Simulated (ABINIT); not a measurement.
# Al2Au (Fm-3m) in ABINIT: a series of runs

One crystal, Al2Au, is run at these levels: LDA, PBEsol; tasks: optical spectrum, positron lifetime.

All numbers are computed with ABINIT 10.8.3 (patched build); they aren't measurements. Logs are shortened: lines on timing, memory, paths and dates and some standing lists are left out, and cuts for length are marked. The log counts tension as positive stress, the text compression.

### Step 1. The structure

It takes space group Fm-3m (No. 225, cubic). The conventional cell has a = 6.000 Å, b = 6.000 Å, c = 6.000 Å, α = 90.00°, β = 90.00°, γ = 90.00°. Au (site symmetry m-3m) has 8 Al at 2.60 Å as nearest neighbours. Al (site symmetry -43m) is surrounded by 4 Au at 2.60 Å.

### Step 2. Optical spectrum, LDA

File run.abi:

```
ndtset 3

pp_dirpath "./"
pseudos "Au_sc.hgh, Al.hgh"

acell 8.0174289438 8.0174289438 8.0174289438
rprim
     0.0000000000     0.7071067812     0.7071067812
     0.7071067812     0.0000000000     0.7071067812
     0.7071067812     0.7071067812     0.0000000000
ntypat 2
znucl 79 13
natom 3
typat 1 2 2
xred
            0.0            0.0            0.0
            3/4            3/4            3/4
            1/4            1/4            1/4

ecut 27.0

ngkpt 8 8 8
nshiftk 4
shiftk
     0.5000000000     0.5000000000     0.5000000000
     0.5000000000     0.0000000000     0.0000000000
     0.0000000000     0.5000000000     0.0000000000
     0.0000000000     0.0000000000     0.5000000000
istwfk *1

ixc 7

occopt 3
tsmear 0.2 eV

nstep 80

iomode 3
prteig 0
prtebands 0

nband1 13
tolvrs1 1.0e-12
prtden1 1
prtwf1 0
kptopt1 1

iscf2 -3
getden2 1
nband2 20
nbdbuf2 4
tolwfr2 1.0e-12
nstep2 120
prtden2 0
kptopt2 1

optdriver3 8
wfk_task3 "wfk_optics_fullbz"
getwfk3 2
nband3 16
kptopt3 1
prtevk3 1
inclvkb3 2
```

File optic.abi:

```
&FILES
 ddkfile_1 = 'runo_DS3_1_EVK.nc',
 ddkfile_2 = 'runo_DS3_2_EVK.nc',
 ddkfile_3 = 'runo_DS3_3_EVK.nc',
 wfkfile = 'runo_DS3_WFK.nc'
/
&PARAMETERS
 broadening = 0.003675,
 domega = 0.002,
 maxomega = 0.8,
 scissor = 0.000000,
 tolerance = 0.002
/
&COMPUTATIONS
 num_lin_comp = 1,
 lin_comp = 11,
 num_nonlin_comp = 0
/
```

Potentials or basis: HGH LDA semicore.

Run with:

```bash
> abinit run.abi > log 2>&1
> optic optic.abi > optic.log 2>&1
```

run.abo:

```text
.Version 10.8.3 of ABINIT
 DATASET    1 : space group Fm -3 m (#225); Bravais cF (face-center cubic)
================================================================================
 Values of the parameters that define the memory need for DATASET  1.
     intxc =       0    ionmov =       0      iscf =       7    lmnmax =       6
     lnmax =       6     mgfft =      40  mpssoang =       3    mqgrid =    3001
     natom =       3  nloc_mem =       1    nspden =       1   nspinor =       1
    nsppol =       1      nsym =      48    n1xccc =       0    ntypat =       2
    occopt =       3   xclevel =       1
       mpw =        2457          nfft =       64000          nkpt =          60
================================================================================
================================================================================
[... 13 lines left out ...]
 DATASET    3 : space group Fm -3 m (#225); Bravais cF (face-center cubic)
================================================================================
 Values of the parameters that define the memory need for DATASET  3.
     intxc =       0    ionmov =       0      iscf =       7    lmnmax =       6
     lnmax =       6     mgfft =      40  mpssoang =       3    mqgrid =    3001
     natom =       3  nloc_mem =       1    nspden =       1   nspinor =       1
    nsppol =       1      nsym =      48    n1xccc =       0    ntypat =       2
    occopt =       3   xclevel =       1
       mpw =        2457          nfft =       64000          nkpt =          60
================================================================================
================================================================================

--------------------------------------------------------------------------------
------------- Echo of variables that govern the present computation ------------
--------------------------------------------------------------------------------
 -outvars: echo values of preprocessed input variables --------
            acell      8.0174289438E+00  8.0174289438E+00  8.0174289438E+00 Bohr
              amu      1.96966540E+02  2.69815390E+01
             ecut      2.70000000E+01 Hartree
           getden1          0
           getden2          1
           getden3          0
           getwfk1          0
           getwfk2          0
           getwfk3          2
             iscf1          7
             iscf2         -3
             iscf3          7
              ixc           7
           jdtset        1    2    3
                       outvar_i_n : Printing only first  50 k-points.
         kptrlatt        8   -8    8     -8    8    8     -8   -8    8
          kptrlen      9.07068540E+01
            natom           3
            nband1         13
            nband2         20
            nband3         16
           nbdbuf1          0
           nbdbuf2          4
           nbdbuf3          0
           ndtset           3
            ngfft          40      40      40
             nkpt          60
            nstep1         80
            nstep2        120
            nstep3         80
             nsym          48
           ntypat           2
                       prtocc : prtvol=0, do not print more k-points.
                       prtocc : prtvol=0, do not print more k-points.
                       prtocc : prtvol=0, do not print more k-points.
           occopt           3
        optdriver1          0
        optdriver2          0
        optdriver3          8
           prtden1          1
           prtden2          0
           prtden3          1
        prtebands           0
           prteig           0
           prtevk1          0
           prtevk2          0
           prtevk3          1
            prtwf1          0
            prtwf2          1
            prtwf3          1
            rprim      0.0000000000E+00  7.0710678120E-01  7.0710678120E-01
                       7.0710678120E-01  0.0000000000E+00  7.0710678120E-01
                       7.0710678120E-01  7.0710678120E-01  0.0000000000E+00
           shiftk      5.00000000E-01  5.00000000E-01  5.00000000E-01
          spgroup         225
           tolvrs1     1.00000000E-12
           tolvrs2     0.00000000E+00
           tolvrs3     0.00000000E+00
           tolwfr1     0.00000000E+00
           tolwfr2     1.00000000E-12
           tolwfr3     0.00000000E+00
           tsmear      7.34986444E-03 Hartree
            typat      1  2  2
         wfk_task1          0
         wfk_task2          0
         wfk_task3          7
                       outvars : Printing only first  50 k-points.
           xangst      0.0000000000E+00  0.0000000000E+00  0.0000000000E+00
                       4.4999999970E+00  4.4999999970E+00  4.4999999970E+00
                       1.4999999990E+00  1.4999999990E+00  1.4999999990E+00
            xcart      0.0000000000E+00  0.0000000000E+00  0.0000000000E+00
                       8.5037675609E+00  8.5037675609E+00  8.5037675609E+00
                       2.8345891870E+00  2.8345891870E+00  2.8345891870E+00
             xred      0.0000000000E+00  0.0000000000E+00  0.0000000000E+00
                       7.5000000000E-01  7.5000000000E-01  7.5000000000E-01
[... 214 lines left out ...]
 Unit cell volume ucvol=  3.6441006E+02 bohr^3
 Angles (23,13,12)=  6.00000000E+01  6.00000000E+01  6.00000000E+01 degrees

 getcut: wavevector=  0.0000  0.0000  0.0000  ngfft=  40  40  40
         ecut(hartree)=     27.000   => boxcut(ratio)=   2.13294
--------------------------------------------------------------------------------

================================================================================

--- !BeginCycle
iteration_state: {dtset: 2, }
solver: {iscf: -3, nstep: 120, nline: 4, wfoptalg: 0, }
tolerances: {tolwfr: 1.00E-12, }
...

     iter   Etot(hartree)      deltaE(h)  residm     vres2
 Non-SCF case, kpt    1 ( -0.06250 -0.12500  0.00000), residuals and eigenvalues=
  4.76E-13  2.78E-13  1.90E-13  5.16E-13  9.74E-13  2.74E-13  2.47E-13  3.34E-13
  8.56E-13  5.48E-13  1.69E-13  3.30E-13  5.49E-13  6.84E-13  5.34E-13  8.30E-13
  3.22E-13  6.95E-13  5.29E-13  1.77E-12
 -1.5310E-01 -1.9903E-02 -1.5477E-02 -1.5402E-02  1.5937E-02  1.8099E-02
  2.6672E-01  2.9581E-01  3.0446E-01  3.2681E-01  3.8647E-01  4.0565E-01
  4.2367E-01  4.2869E-01  4.4312E-01  4.4422E-01  5.1466E-01  5.4893E-01
  5.8043E-01  6.6332E-01
 prteigrs : prtvol=0 or 1, do not print more k-points.

--- !ResultsGS
iteration_state: {dtset: 2, }
comment   : Summary of ground state results
lattice_vectors:
- [  0.0000000,   5.6691784,   5.6691784, ]
- [  5.6691784,   0.0000000,   5.6691784, ]
- [  5.6691784,   5.6691784,   0.0000000, ]
lattice_lengths: [   8.01743,    8.01743,    8.01743, ]
lattice_angles: [ 60.000,  60.000,  60.000, ] # degrees, (23, 13, 12)
lattice_volume:   3.6441006E+02
convergence: {deltae:  0.000E+00, res2:  0.000E+00, residm:  9.993E-13, diffor:  0.000E+00, }
etotal    :  -3.75630395E+01
entropy   :   0.00000000E+00
fermie    :   2.30929529E-01
cartesian_stress_tensor: null
pressure_GPa: null
xred      :
- [  0.0000E+00,   0.0000E+00,   0.0000E+00, Au]
- [  7.5000E-01,   7.5000E-01,   7.5000E-01, Al]
- [  2.5000E-01,   2.5000E-01,   2.5000E-01, Al]
cartesian_forces: null
force_length_stats: {min: null, max: null, mean: null, }
...

 Integrated electronic density in atomic spheres:
 ------------------------------------------------
 Atom  Sphere_radius  Integrated_density
    1        2.00000          7.68151052
    2        2.00000          0.88349803
    3        2.00000          0.88349803
================================================================================

 ----iterations are completed or convergence reached----

 Mean square residual over all n,k,spin=   53.591E-14; max=  99.935E-14
 reduced coordinates (array xred) for    3 atoms
       0.000000000000      0.000000000000      0.000000000000
       0.750000000000      0.750000000000      0.750000000000
       0.250000000000      0.250000000000      0.250000000000

 cartesian coordinates (angstrom) at end:
    1      0.00000000000000     0.00000000000000     0.00000000000000
    2      4.49999999700495     4.49999999700495     4.49999999700495
    3      1.49999999900165     1.49999999900165     1.49999999900165
 length scales=  8.017428943800  8.017428943800  8.017428943800 bohr
              =  4.242640684215  4.242640684215  4.242640684215 angstroms
 Eigenvalues (hartree) for nkpt=  60  k points:
 kpt#   1, nband= 20, wtk=  0.01172, kpt= -0.0625 -0.1250  0.0000 (reduced coord)
  -0.15310   -0.01990   -0.01548   -0.01540    0.01594    0.01810    0.26672    0.29581
   0.30446    0.32681    0.38647    0.40565    0.42367    0.42869    0.44312    0.44422
   0.51466    0.54893    0.58043    0.66332
      occupation numbers for kpt#   1
   2.00000    2.00000    2.00000    2.00000    2.00000    2.00000    0.01523    0.00029
   0.00009    0.00000    0.00000    0.00000    0.00000    0.00000    0.00000    0.00000
   0.00000    0.00000    0.00000    0.00000
 prteigrs : prtvol=0 or 1, do not print more k-points.

--- !EnergyTerms
iteration_state     : {dtset: 2, }
comment             : Components of total free energy in Hartree
kinetic             :  2.47729805930876E+01
hartree             :  8.64398906968218E+00
xc                  : -6.81338396572444E+00
Ewald energy        : -3.36365570969544E+01
psp_core            :  2.09255932920900E+00
local_psp           : -1.63893496503475E+01
non_local_psp       : -1.62290353720117E+01
internal            : -3.75587970930593E+01
'-kT*entropy'       : -4.24209973951335E-03
total_energy        : -3.75630391927988E+01
...

--- !EnergyTermsDC
iteration_state     : {dtset: 2, }
comment             : '"Double-counting" decomposition of free energy'
band_energy         :  5.32018005877363E-01
Ewald energy        : -3.36365570969544E+01
psp_core            :  2.09255932920900E+00
xc_dc               : -6.54681761996241E+00
internal            : -3.75587973818304E+01
'-kT*entropy'       : -4.24209973951335E-03
total_energy_dc     : -3.75630394815700E+01
...

================================================================================
== DATASET  3 ==================================================================

--- !DatasetInfo
iteration_state: {dtset: 3, }
dimensions: {natom: 3, nkpt: 60, mband: 16, nsppol: 1, nspinor: 1, nspden: 1, mpw: 2457, }
cutoff_energies: {ecut:  27.0, pawecutdg:  -1.0, }
electrons: {nelect:   1.70000000E+01, charge:   0.00000000E+00, occopt:   3.00000000E+00, tsmear:   7.34986444E-03, }
meta: {optdriver: 8, wfk_task: 7, }
...

 mkfilename : getwfk/=0, take file _WFK from output of DATASET   2.

 Exchange-correlation functional for the present dataset will be:
  LDA: Perdew-Wang 92 LSD fit to Ceperley-Alder data - ixc=7
  J.P.Perdew and Y.Wang, PRB 45, 13244 (1992)

--------------------------------------------------------------------------------

 Computation of velocity matrix elements (DDK)

 Parameters extracted from the Abinit header:
    ecut:     27.0
    nkpt:    2048
    mband:   20
    nsppol:  1
    nspinor: 1
    useylm:  0
    inclvkb: 2
    bmin: 1, bmax: 20
    Computing diagonal and off-diagonal matrix elements
    Between band index bmin: 1, bmax: 20

== END DATASET(S) ==============================================================
================================================================================

 -outvars: echo values of variables after computation  --------
            acell      8.0174289438E+00  8.0174289438E+00  8.0174289438E+00 Bohr
           etotal1    -3.7563039482E+01
           etotal2    -3.7563039482E+01
           etotal3     0.0000000000E+00
            fcart1    -0.0000000000E+00 -0.0000000000E+00 -0.0000000000E+00
                      -0.0000000000E+00 -0.0000000000E+00 -0.0000000000E+00
                      -0.0000000000E+00 -0.0000000000E+00 -0.0000000000E+00
            fcart3     0.0000000000E+00  0.0000000000E+00  0.0000000000E+00
                       0.0000000000E+00  0.0000000000E+00  0.0000000000E+00
                       0.0000000000E+00  0.0000000000E+00  0.0000000000E+00
            rprim      0.0000000000E+00  7.0710678120E-01  7.0710678120E-01
                       7.0710678120E-01  0.0000000000E+00  7.0710678120E-01
                       7.0710678120E-01  7.0710678120E-01  0.0000000000E+00
           strten1     7.9815987131E-05  7.9815987131E-05  7.9815987131E-05
                       0.0000000000E+00  0.0000000000E+00  0.0000000000E+00
           strten3     0.0000000000E+00  0.0000000000E+00  0.0000000000E+00
                       0.0000000000E+00  0.0000000000E+00  0.0000000000E+00
           xangst      0.0000000000E+00  0.0000000000E+00  0.0000000000E+00
                       4.4999999970E+00  4.4999999970E+00  4.4999999970E+00
                       1.4999999990E+00  1.4999999990E+00  1.4999999990E+00
             xred      0.0000000000E+00  0.0000000000E+00  0.0000000000E+00
                       7.5000000000E-01  7.5000000000E-01  7.5000000000E-01
                       2.5000000000E-01  2.5000000000E-01  2.5000000000E-01
 Calculation completed.
```

Wall time 3.5 min (1 thread of Arm Neoverse V1, shared host); peak memory 1.7 GiB.

Results:

| Item | Value |
| --- | --- |
| Free energy | -1022.1424 eV |
| Pressure | -2.3 GPa |

Dielectric function (mean over the directions given):
```csv
energy (eV),real part,imaginary part
0.33,-27.64,64.84
0.76,2.33,13.55
1.31,3.98,3.22
1.74,9.73,4.26
2.29,18.62,7.54
2.83,11.10,17.21
3.27,-0.75,20.46
3.81,-6.43,11.45
4.25,-0.67,8.27
4.79,-3.81,6.78
5.33,-2.60,4.06
5.77,-1.81,4.23
6.31,-1.41,2.84
6.75,-1.25,3.21
7.29,-1.13,2.02
7.84,-0.24,2.11
8.27,0.21,2.14
8.82,0.41,2.35
9.36,-0.07,2.91
9.80,-0.86,1.98
10.34,-0.17,1.83
10.78,-0.07,1.71
11.32,-0.14,1.50
11.86,-0.17,1.51
12.30,-0.15,1.40
12.84,-0.30,1.30
13.28,-0.29,1.07
13.82,-0.24,1.04
14.37,-0.15,0.88
14.80,0.05,0.96
15.35,-0.18,0.74
15.89,-0.04,0.66
16.33,-0.07,0.75
16.87,0.09,0.60
17.31,0.06,0.50
17.85,0.04,0.64
18.39,0.08,0.59
18.83,0.09,0.58
19.38,-0.02,0.41
19.92,0.09,0.36
```

Caveat: the intraband (Drude) term is left out; spectra need much finer meshes, so this one isn't converged; independent-particle spectra lack excitons; HGH potentials are hard and often keep d shells in the core, so these values are rough.

[end of part 1 of 2]
